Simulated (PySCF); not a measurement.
# CH₈GeOSSi: electronic excitations at several levels of theory, part 2 of 2

PySCF 2.14.0. Atoms count from 0. Earlier steps stand in the parts before.

## 9. TDDFT and polarisability: CAM-B3LYP/def2-SVPD

Job settings and geometry (Å):

```
{"job": {"kind": "uv", "xc": "CAM-B3LYP", "basis": "def2-SVPD", "ip": true}, "charge": 0, "multiplicity": 1}
C      2.071090     0.867868    -0.400783
S      1.643540    -0.614384     0.573247
Si     0.491891    -1.676750    -0.883829
O     -0.899196    -0.861174    -1.256531
Ge    -2.030871     0.006848    -0.176020
H      1.170630     1.384790    -0.760028
H      2.622891     1.541788     0.267733
H      2.714354     0.608616    -1.253434
H      1.256769    -1.831440    -2.152665
H      0.219520    -2.997094    -0.244332
H     -1.417198     1.374327     0.169015
H     -2.265162    -0.834900     1.090585
H     -3.319183     0.165147    -0.994775
```

Level: TDDFT CAM-B3LYP/def2-SVPD, vertical, gas phase, core orbitals frozen in the response.

Log:

```text
coarse grid: 50280 points
cycle   1  E = -2882.3053906421  dE = -3.950e-01  |g| = 8.514e-01  |ddm| = 4.256e+00
cycle   2  E = -2882.1514439453  dE =  1.539e-01  |g| = 1.262e+00  |ddm| = 2.746e+00
cycle   3  E = -2882.4333414463  dE = -2.819e-01  |g| = 1.244e-01  |ddm| = 1.682e+00
cycle   4  E = -2882.4362645440  dE = -2.923e-03  |g| = 4.120e-02  |ddm| = 2.366e-01
cycle   5  E = -2882.4365231858  dE = -2.586e-04  |g| = 5.413e-03  |ddm| = 5.408e-02
cycle   6  E = -2882.4365317794  dE = -8.594e-06  |g| = 1.537e-03  |ddm| = 1.377e-02
final grid: 102104 points
cycle   7  E = -2882.4364750237  dE = -4.521e-07  |g| = 1.327e-03  |ddm| = 4.913e-03
cycle   8  E = -2882.4364751190  dE = -9.526e-08  |g| = 1.228e-03  |ddm| = 3.508e-03
cycle   9  E = -2882.4364754266  dE = -3.077e-07  |g| = 6.770e-05  |ddm| = 1.571e-03
cycle  10  E = -2882.4364754283  dE = -1.612e-09  |g| = 3.146e-05  |ddm| = 1.439e-04
cycle  11  E = -2882.4364754288  dE = -5.275e-10  |g| = 7.566e-06  |ddm| = 9.678e-05
converged SCF energy = -2882.4364754288

Static polarisability (au): isotropic 92.376, principal 83.874 91.935 101.319

Singlet excitations
state   eV       nm        f      main configurations
  1   5.8507    211.9   0.00245   H->L+2 0.51, H->L 0.23, H->L+1 0.11
  2   6.4742    191.5   0.04895   H->L 0.31, H->L+2 0.24, H->L+3 0.22
  3   6.5031    190.7   0.02714   H->L+3 0.33, H->L 0.32, H->L+1 0.24
  4   7.0648    175.5   0.00330   H-1->L 0.28, H->L+4 0.20, H->L+1 0.17
  5   7.0992    174.6   0.00586   H-1->L 0.35, H->L+4 0.18, H-2->L 0.14
  6   7.3321    169.1   0.03596   H->L+4 0.40, H->L+1 0.18, H->L+3 0.15
  7   7.3596    168.5   0.01414   H-2->L 0.56, H-1->L 0.16
  8   7.5309    164.6   0.00030   H->L+5 0.72
  9   7.6067    163.0   0.01012   H-1->L+2 0.50, H-1->L+1 0.21
 10   7.7404    160.2   0.03826   H->L+6 0.45, H->L+7 0.23, H-1->L+1 0.10

Triplet excitations (Tamm-Dancoff, eV): 5.4375 6.0656 6.1626 6.7034
Vertical ionisation energy (delta-SCF) = 9.1867 eV
```

It took 73 s on 1 thread, shared host.

Key values: HOMO -8.37 eV, LUMO 0.64 eV; lowest singlet 5.85 eV.

## 10. Ultraviolet spectrum: wB97X-D/def2-SVPD

Same as in step 9 but for these lines:

```diff
@@ -1,2 +1,2 @@
-{"job": {"kind": "uv", "xc": "CAM-B3LYP", "basis": "def2-SVPD", "ip": true}, "charge": 0, "multiplicity": 1}
+{"job": {"kind": "uv", "xc": "wB97X-D", "basis": "def2-SVPD", "ip": true}, "charge": 0, "multiplicity": 1}
 C      2.071090     0.867868    -0.400783
```

With the program's defaults for keys left out, this is: TDDFT wB97X-D/def2-SVPD, vertical, gas phase, core orbitals frozen in the response.

Log:

```text
coarse grid: 50280 points
cycle   1  E = -2882.2442114435  dE = -4.218e-01  |g| = 8.307e-01  |ddm| = 4.183e+00
cycle   2  E = -2882.1540708517  dE =  9.014e-02  |g| = 1.115e+00  |ddm| = 2.404e+00
cycle   3  E = -2882.3738053866  dE = -2.197e-01  |g| = 9.491e-02  |ddm| = 1.356e+00
cycle   4  E = -2882.3756431151  dE = -1.838e-03  |g| = 3.903e-02  |ddm| = 2.068e-01
cycle   5  E = -2882.3759112876  dE = -2.682e-04  |g| = 5.886e-03  |ddm| = 5.997e-02
cycle   6  E = -2882.3759219353  dE = -1.065e-05  |g| = 1.770e-03  |ddm| = 1.886e-02
cycle   7  E = -2882.3759231122  dE = -1.177e-06  |g| = 5.275e-04  |ddm| = 5.300e-03
final grid: 102104 points
cycle   8  E = -2882.3754808324  dE = -9.516e-07  |g| = 6.578e-04  |ddm| = 6.659e-03
cycle   9  E = -2882.3754808878  dE = -5.531e-08  |g| = 5.351e-04  |ddm| = 2.035e-03
cycle  10  E = -2882.3754809484  dE = -6.068e-08  |g| = 1.202e-04  |ddm| = 7.723e-04
cycle  11  E = -2882.3754809514  dE = -2.962e-09  |g| = 4.397e-05  |ddm| = 2.085e-04
cycle  12  E = -2882.3754809520  dE = -6.494e-10  |g| = 7.722e-06  |ddm| = 1.078e-04
converged SCF energy = -2882.3754809520

Static polarisability (au): isotropic 92.025, principal 83.481 91.694 100.898

Singlet excitations
state   eV       nm        f      main configurations
  1   5.9524    208.3   0.00207   H->L+2 0.57, H->L 0.21, H->L+1 0.09
  2   6.5893    188.2   0.05195   H->L 0.40, H->L+2 0.26, H->L+3 0.11
  3   6.6413    186.7   0.03255   H->L+3 0.45, H->L+1 0.24, H->L 0.21
  4   7.1697    172.9   0.00283   H-1->L 0.59, H-2->L 0.25
  5   7.3323    169.1   0.00963   H->L+4 0.46, H->L+1 0.20, H->L+3 0.14
  6   7.4504    166.4   0.00828   H-2->L 0.58, H-1->L 0.19
  7   7.6141    162.8   0.05436   H->L+1 0.28, H->L+4 0.27, H->L+3 0.18
  8   7.6795    161.4   0.00048   H->L+5 0.58
  9   7.7312    160.4   0.01081   H-1->L+2 0.56
 10   7.8911    157.1   0.04510   H->L+6 0.54, H-1->L+1 0.14, H->L+7 0.09

Triplet excitations (Tamm-Dancoff, eV): 5.5786 6.1992 6.3289 6.8424
Vertical ionisation energy (delta-SCF) = 9.2110 eV
```

It took 68 s on 1 thread, shared host.

This run: HOMO -8.90 eV, LUMO 1.46 eV; lowest singlet 5.95 eV.

## 11. Excited states and response: LC-wPBE/def2-SVPD

Same as in step 10 but for these lines:

```diff
@@ -1,2 +1,2 @@
-{"job": {"kind": "uv", "xc": "wB97X-D", "basis": "def2-SVPD", "ip": true}, "charge": 0, "multiplicity": 1}
+{"job": {"kind": "uv", "xc": "LC-wPBE", "basis": "def2-SVPD", "ip": true}, "charge": 0, "multiplicity": 1}
 C      2.071090     0.867868    -0.400783
```

With the program's defaults for keys left out, this is: TDDFT LC-wPBE/def2-SVPD, vertical, gas phase, core orbitals frozen in the response.

Log:

```text
coarse grid: 50280 points
cycle   1  E = -2881.6756943738  dE = -4.235e-01  |g| = 8.477e-01  |ddm| = 4.170e+00
cycle   2  E = -2881.6412755846  dE =  3.442e-02  |g| = 1.009e+00  |ddm| = 2.232e+00
cycle   3  E = -2881.8096229687  dE = -1.683e-01  |g| = 8.921e-02  |ddm| = 1.139e+00
cycle   4  E = -2881.8113038935  dE = -1.681e-03  |g| = 4.234e-02  |ddm| = 2.038e-01
cycle   5  E = -2881.8116377199  dE = -3.338e-04  |g| = 7.492e-03  |ddm| = 6.974e-02
cycle   6  E = -2881.8116553286  dE = -1.761e-05  |g| = 2.202e-03  |ddm| = 2.355e-02
cycle   7  E = -2881.8116573682  dE = -2.040e-06  |g| = 6.167e-04  |ddm| = 6.811e-03
final grid: 102104 points
cycle   8  E = -2881.8116381958  dE = -2.758e-07  |g| = 5.614e-04  |ddm| = 3.426e-03
cycle   9  E = -2881.8116382380  dE = -4.222e-08  |g| = 5.150e-04  |ddm| = 1.280e-03
cycle  10  E = -2881.8116382872  dE = -4.916e-08  |g| = 8.166e-05  |ddm| = 5.886e-04
cycle  11  E = -2881.8116382907  dE = -3.479e-09  |g| = 5.165e-05  |ddm| = 1.953e-04
cycle  12  E = -2881.8116382921  dE = -1.387e-09  |g| = 8.991e-06  |ddm| = 1.431e-04
cycle  13  E = -2881.8116382921  dE = -3.774e-11  |g| = 3.148e-06  |ddm| = 2.058e-05
converged SCF energy = -2881.8116382921

Static polarisability (au): isotropic 89.986, principal 81.769 89.663 98.525

Singlet excitations
state   eV       nm        f      main configurations
  1   6.1405    201.9   0.00133   H->L+2 0.52, H->L+1 0.17, H->L+10 0.12
  2   7.0611    175.6   0.04905   H->L+3 0.48, H->L+1 0.23
  3   7.1766    172.8   0.03729   H->L 0.30, H->L+1 0.16, H->L+3 0.10
  4   7.5322    164.6   0.00301   H-1->L+1 0.28, H-1->L 0.17, H-2->L 0.15
  5   7.8123    158.7   0.01445   H-2->L+1 0.18, H-2->L 0.15, H->L+4 0.14
  6   7.8276    158.4   0.02845   H->L+4 0.39, H->L+1 0.14
  7   8.0331    154.3   0.00914   H-1->L+2 0.38, H->L+5 0.11
  8   8.1385    152.3   0.00703   H->L+5 0.36, H-1->L+2 0.10
  9   8.3246    148.9   0.05868   H->L 0.30, H->L+8 0.21, H->L+3 0.18
 10   8.3756    148.0   0.08397   H-1->L+3 0.27, H-1->L+1 0.18, H-1->L 0.14

Triplet excitations (Tamm-Dancoff, eV): 5.6098 6.5606 6.6050 6.9642
Vertical ionisation energy (delta-SCF) = 9.2533 eV
```

It took 2.3 min on 1 thread, shared host.

This run: HOMO -9.76 eV, LUMO 1.75 eV; lowest singlet 6.14 eV.

## 12. TDDFT and polarisability: PBE0/6-31G*

Same as in step 11 but for these lines:

```diff
@@ -1,2 +1,2 @@
-{"job": {"kind": "uv", "xc": "LC-wPBE", "basis": "def2-SVPD", "ip": true}, "charge": 0, "multiplicity": 1}
+{"job": {"kind": "uv", "xc": "PBE0", "basis": "6-31G*"}, "charge": 0, "multiplicity": 1}
 C      2.071090     0.867868    -0.400783
```

Level: TDDFT PBE0/6-31G*, vertical, gas phase, core orbitals frozen in the response.

Log:

```text
coarse grid: 50280 points
cycle   1  E = -2881.7891962104  dE = -3.440e-01  |g| = 8.271e-01  |ddm| = 3.283e+00
cycle   2  E = -2881.4832006358  dE =  3.060e-01  |g| = 1.486e+00  |ddm| = 1.880e+00
cycle   3  E = -2881.9081977884  dE = -4.250e-01  |g| = 1.611e-01  |ddm| = 1.384e+00
cycle   4  E = -2881.9135518665  dE = -5.354e-03  |g| = 4.652e-02  |ddm| = 2.106e-01
cycle   5  E = -2881.9139351868  dE = -3.833e-04  |g| = 5.663e-03  |ddm| = 4.637e-02
cycle   6  E = -2881.9139450525  dE = -9.866e-06  |g| = 1.161e-03  |ddm| = 9.437e-03
final grid: 102104 points
cycle   7  E = -2881.9139080203  dE =  1.402e-07  |g| = 1.446e-03  |ddm| = 3.322e-03
cycle   8  E = -2881.9139075506  dE =  4.697e-07  |g| = 2.013e-03  |ddm| = 3.740e-03
cycle   9  E = -2881.9139086028  dE = -1.052e-06  |g| = 2.152e-04  |ddm| = 2.040e-03
cycle  10  E = -2881.9139086128  dE = -9.980e-09  |g| = 3.522e-05  |ddm| = 2.035e-04
cycle  11  E = -2881.9139086131  dE = -2.956e-10  |g| = 3.644e-06  |ddm| = 3.540e-05
converged SCF energy = -2881.9139086131

Static polarisability (au): isotropic 75.144, principal 66.709 74.701 84.022

Singlet excitations
state   eV       nm        f      main configurations
  1   5.8945    210.3   0.03082   H->L 0.85, H->L+1 0.13
  2   6.3595    195.0   0.01043   H->L+1 0.84, H->L 0.12
  3   6.8048    182.2   0.00230   H-1->L 0.68, H->L+2 0.18, H-2->L 0.11
  4   6.8742    180.4   0.01755   H->L+2 0.79, H-1->L 0.13
  5   7.1281    173.9   0.01050   H-2->L 0.80, H-1->L 0.14
  6   7.4656    166.1   0.01921   H->L+3 0.86
  7   7.8429    158.1   0.00286   H->L+4 0.62, H-1->L+1 0.24
  8   7.9198    156.5   0.00773   H->L+4 0.34, H-1->L+1 0.32, H-1->L+2 0.16
  9   8.0539    153.9   0.00826   H-3->L 0.73, H-1->L+1 0.15
 10   8.1853    151.5   0.05521   H-1->L+2 0.56, H->L+6 0.22

Triplet excitations (Tamm-Dancoff, eV): 5.4989 5.8849 6.3294 6.4862
```

It took 14 s on 1 thread, shared host.

Key values: HOMO -6.92 eV, LUMO 0.01 eV; lowest singlet 5.89 eV.

## 13. TDDFT and polarisability: PBE0/def2-SVP

Same as in step 12 but for these lines:

```diff
@@ -1,2 +1,2 @@
-{"job": {"kind": "uv", "xc": "PBE0", "basis": "6-31G*"}, "charge": 0, "multiplicity": 1}
+{"job": {"kind": "uv", "xc": "PBE0", "basis": "def2-SVP"}, "charge": 0, "multiplicity": 1}
 C      2.071090     0.867868    -0.400783
```

Method: TDDFT PBE0/def2-SVP, vertical, gas phase, core orbitals frozen in the response.

Log:

```text
coarse grid: 50280 points
cycle   1  E = -2881.5581934559  dE = -3.849e-01  |g| = 8.207e-01  |ddm| = 3.463e+00
cycle   2  E = -2881.2537748520  dE =  3.044e-01  |g| = 1.478e+00  |ddm| = 1.889e+00
cycle   3  E = -2881.6745674887  dE = -4.208e-01  |g| = 1.620e-01  |ddm| = 1.382e+00
cycle   4  E = -2881.6799118452  dE = -5.344e-03  |g| = 4.688e-02  |ddm| = 2.168e-01
cycle   5  E = -2881.6802971942  dE = -3.853e-04  |g| = 5.763e-03  |ddm| = 4.830e-02
cycle   6  E = -2881.6803075151  dE = -1.032e-05  |g| = 1.308e-03  |ddm| = 9.364e-03
cycle   7  E = -2881.6803079844  dE = -4.693e-07  |g| = 5.928e-04  |ddm| = 2.308e-03
final grid: 102104 points
cycle   8  E = -2881.6802566133  dE =  2.955e-08  |g| = 7.578e-04  |ddm| = 1.672e-03
cycle   9  E = -2881.6802565009  dE =  1.125e-07  |g| = 9.895e-04  |ddm| = 1.722e-03
cycle  10  E = -2881.6802567679  dE = -2.670e-07  |g| = 4.779e-05  |ddm| = 9.751e-04
cycle  11  E = -2881.6802567683  dE = -4.679e-10  |g| = 1.111e-05  |ddm| = 4.636e-05
converged SCF energy = -2881.6802567683

Static polarisability (au): isotropic 78.224, principal 69.351 77.569 87.751

Singlet excitations
state   eV       nm        f      main configurations
  1   6.0219    205.9   0.02419   H->L 0.84, H->L+1 0.14
  2   6.4871    191.1   0.01798   H->L+1 0.79, H->L 0.14
  3   6.9611    178.1   0.00014   H-1->L 0.59, H->L+2 0.23, H-2->L 0.09
  4   7.0095    176.9   0.00566   H->L+2 0.61, H-1->L 0.22
  5   7.2671    170.6   0.00535   H-2->L 0.81, H-1->L 0.13
  6   7.5992    163.2   0.00145   H->L+3 0.76, H->L+4 0.08
  7   7.6462    162.2   0.02810   H->L+4 0.72, H->L+5 0.08
  8   7.8952    157.0   0.00325   H-1->L+1 0.60, H->L+6 0.19
  9   7.9884    155.2   0.00276   H->L+5 0.75, H->L+4 0.10
 10   8.0669    153.7   0.00564   H->L+6 0.53, H-1->L+2 0.16, H-3->L 0.11

Triplet excitations (Tamm-Dancoff, eV): 5.6123 5.9853 6.5203 6.6353
```

Run time: 18 s. Hardware: 1 thread, shared host.

In short: HOMO -6.98 eV, LUMO 0.14 eV; lowest singlet 6.02 eV.

## 14. Ultraviolet spectrum: PBE0/def2-TZVP

Same as in step 13 but for these lines:

```diff
@@ -1,2 +1,2 @@
-{"job": {"kind": "uv", "xc": "PBE0", "basis": "def2-SVP"}, "charge": 0, "multiplicity": 1}
+{"job": {"kind": "uv", "xc": "PBE0", "basis": "def2-TZVP"}, "charge": 0, "multiplicity": 1}
 C      2.071090     0.867868    -0.400783
```

Level: TDDFT PBE0/def2-TZVP, vertical, gas phase, core orbitals frozen in the response.

Log:

```text
coarse grid: 50280 points
cycle   1  E = -2882.1794524522  dE = -3.542e-01  |g| = 1.024e+00  |ddm| = 2.671e+00
cycle   2  E = -2881.8080041043  dE =  3.714e-01  |g| = 1.743e+00  |ddm| = 1.456e+00
cycle   3  E = -2882.3132634784  dE = -5.053e-01  |g| = 2.645e-01  |ddm| = 1.116e+00
cycle   4  E = -2882.3254443400  dE = -1.218e-02  |g| = 5.509e-02  |ddm| = 1.799e-01
cycle   5  E = -2882.3257772655  dE = -3.329e-04  |g| = 9.293e-03  |ddm| = 3.238e-02
cycle   6  E = -2882.3257966081  dE = -1.934e-05  |g| = 2.654e-03  |ddm| = 8.798e-03
cycle   7  E = -2882.3257984169  dE = -1.809e-06  |g| = 9.100e-04  |ddm| = 2.845e-03
final grid: 102104 points
cycle   8  E = -2882.3258127449  dE =  8.478e-08  |g| = 1.221e-03  |ddm| = 2.343e-03
cycle   9  E = -2882.3258123917  dE =  3.532e-07  |g| = 1.674e-03  |ddm| = 1.986e-03
cycle  10  E = -2882.3258131349  dE = -7.432e-07  |g| = 8.604e-05  |ddm| = 1.136e-03
cycle  11  E = -2882.3258131365  dE = -1.608e-09  |g| = 2.224e-05  |ddm| = 6.901e-05
cycle  12  E = -2882.3258131366  dE = -8.504e-11  |g| = 7.083e-06  |ddm| = 1.554e-05
converged SCF energy = -2882.3258131366

Static polarisability (au): isotropic 88.396, principal 79.444 87.719 98.025

Singlet excitations
state   eV       nm        f      main configurations
  1   5.7109    217.1   0.01126   H->L 0.67, H->L+1 0.28
  2   6.1159    202.7   0.03139   H->L+1 0.61, H->L 0.31
  3   6.5569    189.1   0.01264   H->L+2 0.78, H->L+3 0.13
  4   6.7739    183.0   0.00306   H-1->L 0.85, H-2->L 0.10
  5   7.0699    175.4   0.00246   H-2->L 0.83
  6   7.0938    174.8   0.00739   H->L+3 0.80, H->L+2 0.10
  7   7.2497    171.0   0.03048   H->L+4 0.82
  8   7.4896    165.5   0.00483   H-1->L+1 0.70
  9   7.6304    162.5   0.00620   H->L+5 0.65, H->L+7 0.13
 10   7.7653    159.7   0.00471   H-1->L+2 0.57, H->L+6 0.29, H-1->L+3 0.09

Triplet excitations (Tamm-Dancoff, eV): 5.2754 5.6333 6.1723 6.4010
```

It took 43 s on 1 thread, shared host.

This run: HOMO -7.04 eV, LUMO -0.14 eV; lowest singlet 5.71 eV.

## 15. Side by side: electronic excitations

Excitations and ground-state properties, with basis size and wall time:

| run | lowest singlet (eV) | brightest (eV) | f | gap (eV) | α (Å³) | μ (D) | functions | time |
| --- | --- | --- | --- | --- | --- | --- | --- | --- |
| HF/def2-SVPD | 6.53 | 9.00 | 0.112 | 11.90 | 12.71 | 1.49 | 196 | 23 s |
| LDA/def2-SVPD | 4.77 | 5.90 | 0.031 | 4.63 | 14.75 | 1.45 | 196 | 98 s |
| PBE/def2-SVPD | 4.90 | 5.98 | 0.030 | 4.78 | 14.45 | 1.44 | 196 | 1.8 min |
| B3LYP/def2-SVPD | 5.51 | 6.42 | 0.025 | 6.33 | 13.94 | 1.42 | 196 | 60 s |
| PBE0/def2-SVPD | 5.70 | 6.97 | 0.028 | 6.80 | 13.81 | 1.46 | 196 | 58 s |
| BHandHLYP/def2-SVPD | 6.03 | 6.68 | 0.052 | 8.65 | 13.34 | 1.44 | 196 | 57 s |
| CAM-B3LYP/def2-SVPD | 5.85 | 6.47 | 0.049 | 9.01 | 13.69 | 1.43 | 196 | 73 s |
| wB97X-D/def2-SVPD | 5.95 | 7.61 | 0.054 | 10.36 | 13.64 | 1.48 | 196 | 68 s |
| LC-wPBE/def2-SVPD | 6.14 | 8.38 | 0.084 | 11.51 | 13.33 | 1.48 | 196 | 2.3 min |
| PBE0/6-31G* | 5.89 | 8.19 | 0.055 | 6.93 | 11.14 | 1.54 | 112 | 14 s |
| PBE0/def2-SVP | 6.02 | 7.65 | 0.028 | 7.11 | 11.59 | 1.40 | 136 | 18 s |
| PBE0/def2-TZVP | 5.71 | 6.12 | 0.031 | 6.90 | 13.10 | 1.46 | 232 | 43 s |

## 16. Summary of results

What follows sums up all 2 parts.

| quantity | value |
| --- | --- |
| point group | C1 |
| rotational constants (main isotopes) | 3.32, 0.98, 0.86 GHz |
| lowest singlet (HF/def2-SVPD) | 6.53 eV (190 nm), f = 0.001 |
| brightest single state of those computed | state 10, 9.00 eV, f = 0.112 |
| lowest triplet | 5.92 eV |
| vertical ionisation energy (ΔSCF) | 8.21 eV |
| range of the lowest singlet | 4.77 to 6.53 eV |

What this shows: Single values in the summary come from the first run of each kind that ended normally (HF/def2-SVPD), which need not be the best level. Over 31 steps the energy fell by 0.318 eV; of the close pairs, Ge4–H11 changed most, 1.495 to 1.539 Å. The first singlet state (HOMO→LUMO+3 0.29, HOMO→LUMO+12 0.15) lies at 6.53 eV and is weak; of the 10 states computed, the strongest absorption comes from state 10 at 9.00 eV (the last computed, so partners may be missing). The lowest triplet lies 0.62 eV below the lowest singlet (triplets in Tamm-Dancoff, singlets in full TDDFT). At HF/def2-SVPD, the highest states lie near or above the ionisation energy, where they hang on the basis. ΔSCF puts the ionisation energy at 8.21 eV, 1.63 eV below −ε(HOMO). The lowest singlet runs from 4.77 eV (LDA/def2-SVPD) to 6.53 eV (HF/def2-SVPD), while the orbital gap spans 4.63 to 11.90 eV. The lowest state need not be the same one in every run. The runs solved for a few states only, so the brightest column depends on that window.
